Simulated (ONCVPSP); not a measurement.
# Zinc: generating and testing an ONCV potential

Task: generate the file, and judge it by its errors in other configurations, its logarithmic derivatives, its ghosts and its cutoff.

The numbers are computed with ONCVPSP 4.0.1.1 (patched build) (PBE, scalar-relativistic, spin-unpolarised reference atom).

### 1 The design

Typed settings, in words:

```json
{"element": "zinc (Zn, Z = 30)", "type": "optimised norm-conserving Vanderbilt (ONCV)", "frozen core": "[Ne]", "valence charge": "20", "reference configuration": "3s2 3p6 3d10 4s2", "partial waves": "3s+4s: rc 0.95 bohr, ncon 4, nbas 7, qcut 14.1 1/bohr, 2 projectors; 3p: rc 1.15 bohr, ncon 4, nbas 9, qcut 11.2 1/bohr, 3 projectors, debl 3.5 Ha; 3d: rc 1.15 bohr, ncon 4, nbas 9, qcut 11.2 1/bohr, 1 projector", "local potential": "polynomial inside 0.80 bohr (lpopt 5, dvloc0 6 Ha)", "core correction": "Teter function, fcfact 5, rcfact 1.15"}
```

The outer shells as boxes (Hund's rule for the drawing; the calculation is spin-unpolarised):

```
[Ne] core
3s [↑↓]
3p [↑↓][↑↓][↑↓]
3d [↑↓][↑↓][↑↓][↑↓][↑↓]
4s [↑↓]
```

The nodes and maxima of the atom's own shells, from an earlier all-electron run, set the scale for the radii.

All-electron outer shells of the reference configuration (PBE, scalar-relativistic, ld1.x):

```json
{"shell": "2p", "level (eV)": "-1004.03", "outermost node (bohr)": "–", "outermost maximum (bohr)": "0.15"}
{"shell": "3s", "level (eV)": "-129.23", "outermost node (bohr)": "0.28", "outermost maximum (bohr)": "0.59"}
{"shell": "3p", "level (eV)": "-83.40", "outermost node (bohr)": "0.25", "outermost maximum (bohr)": "0.59"}
{"shell": "3d", "level (eV)": "-10.14", "outermost node (bohr)": "–", "outermost maximum (bohr)": "0.57"}
{"shell": "4s", "level (eV)": "-5.98", "outermost node (bohr)": "0.85", "outermost maximum (bohr)": "2.09"}
{"shell": "4p", "level (eV)": "-1.12", "outermost node (bohr)": "0.92", "outermost maximum (bohr)": "3.08"}
```

### 2 Generation

Zn.dat reads:

```
# ATOM AND REFERENCE CONFIGURATION
# atsym  z   nc   nv     iexc    psfile
  Zn 30.00    3    4        4      upf
#
#   n    l    f
    1    0    2.00
    2    0    2.00
    2    1    6.00
    3    0    2.00
    3    1    6.00
    3    2   10.00
    4    0    2.00
#
# PSEUDOPOTENTIAL AND OPTIMIZATION
# lmax
    2
#
#   l,   rc,      ep,       ncon, nbas, qcut
    0    0.95    0.00    4    7   14.10
    1    1.15    0.00    4    9   11.20
    2    1.15    0.00    4    9   11.20
#
# LOCAL POTENTIAL
# lloc, lpopt,  rc(5),   dvloc0
    4    5    0.80    6.00
#
# VANDERBILT-KLEINMAN-BYLANDER PROJECTORs
# l, nproj, debl
    0    2    1.40
    1    3    3.50
    2    1    3.40
#
# MODEL CORE CHARGE
# icmod, fcfact, rcfact
    3    5.00    1.15
#
# LOG DERIVATIVE ANALYSIS
# epsh1, epsh2, depsh
   -6.00    5.00    0.04
#
# OUTPUT GRID
# rlmax, drl
    6.00    0.01
#
# TEST CONFIGURATIONS
# ncnf
    4
# nvcnf
#   n    l    f
    4
    3    0    2.00
    3    1    6.00
    3    2   10.00
    4    0    1.00
#
    4
    3    0    2.00
    3    1    6.00
    3    2   10.00
    4    0    0.00
#
    4
    3    0    2.00
    3    1    6.00
    3    2    9.00
    4    0    0.00
#
    5
    3    0    2.00
    3    1    6.00
    3    2   10.00
    4    0    0.00
    4    1    2.00
#
```

Run with:

```sh
oncvpsp.x < Zn.dat > Zn.out
```

Q: Predict the outcome of this session. Wanted: cutoffs for 1 and 0.1 mHa per electron, occupied waves; bound ghosts; GHOST(+) flags; largest test error; largest phase difference near zero energy, channels read; rms error of d²Exc/dn², without and with the model core.

As calculated:

| quantity | value |
| --- | --- |
| cutoffs for 1 and 0.1 mHa per electron, occupied waves | 69 Ha and 207 Ha |
| bound ghosts | none found |
| GHOST(+) flags | none at low energy |
| largest test error (AE − PS) | -26 meV, for 3s2 3p6 3d9 4s0 |
| largest phase difference near zero energy, channels read | 0.007 rad |
| rms error of d²Exc/dn², without and with the model core | 1.26 and 1.02 mHa |

By total energies transferability is fair: the largest error is 26 meV on 68.9 eV, for 3s2 3p6 3d9 4s0. That test lies far up in energy; among those under 40 eV, nearer to bonding, the largest error is 4.4 meV. By its cutoff, 69 Ha for the looser tolerance, it is very hard. The tighter tolerance needs 207 Ha, and converged work needs a cutoff nearer that. The program's ghost test flags no bound state. Near zero energy the phases of the channels with partial waves agree within 0.007 rad.
